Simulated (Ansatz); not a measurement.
# HfN+ (singlet): wave-function methods side by side, def2-TZVPP

The task here is to estimate one member of a computed series from the others.

Program: Ansatz 0.2.0, Gaussian basis. Level of theory: def2-TZVPP, core rule «outside noble gas», up to 5 orbitals frozen. These are calculated values, not measurements.

To be run: UHF; CCSD(T) on RHF; CCSD(T) on UHF; CCSDT(Q) on RHF; CCSDT(Q) on UHF.

14 further runs of the same task are left out: 9 for a known fault of the program, 5 set aside as unsound or not needed.

## What is computed

The geometry is a PBE0/def2-TZVP stationary point (not a proven minimum) of the parent state, kept for this charge and spin. No spin-orbit coupling is included. Elements past krypton take def2 core potentials.

2 atoms, charge 1, spin multiplicity 1.

Atoms are counted from 1 here; the program's logs count them from 0.

Bond lengths: Hf1–N2 1.717 Å.

The first run:

in.yaml reads:

```yaml
crystal:
  periodic: [false, false, false]
  atoms:
    - {symbol: Hf, position_ang: [0.000000, 0.000000, 0.000000]}
    - {symbol: N, position_ang: [0.000000, 0.000000, 1.716545]}
basis:
  gaussian: {orbitals: def2-TZVPP}
total_charge: 1
magnetization: {spin_polarized: true, initial_magnetization: 0}
hamiltonian: {xc: hf}
output: {orbitals: {seedname: orbitals}}
```

Command:

```sh
$ ansatz run in.yaml --threads 1 --pin off --events-out ev --progress --plain --max-ram 4096MiB --backend cpu
```

Among the steps run: UHF; CCSD(T) on RHF; CCSD(T) on UHF; CCSDT(Q) on RHF; CCSDT(Q) on UHF.

One table of the session follows, with a row left open; its other results are not shown here.

| method | from RCCSDT(Q) (meV) |
| --- | --- |
| RHF | +8748.1 |
| UHF | +8052.0 |
| RMP2 | ? |
| RCCSD | +656.9 |
| RCCSD(T) | +50.6 |
| RCCSDT | +81.8 |
| RCCSDT(Q) | 0 |

Q: Estimate the row for RMP2 from the others.

**Answer.** from RCCSDT(Q) (meV): -324.3. In the column «from RCCSDT(Q) (meV)» it is the lowest.

Not comparable, so not listed: CCSD(T) on UHF; CCSDT(Q) on UHF (they don't share determinant, frozen orbitals or solution with the rows shown, or repeat one).

Caveats from the session: The determinant is far from a pure spin state, so its energy mixes those of several spin states (harmless only where they are near-degenerate, as at dissociation). Warnings: restricted reference is unstable; spin contamination; large T1 diagnostic.
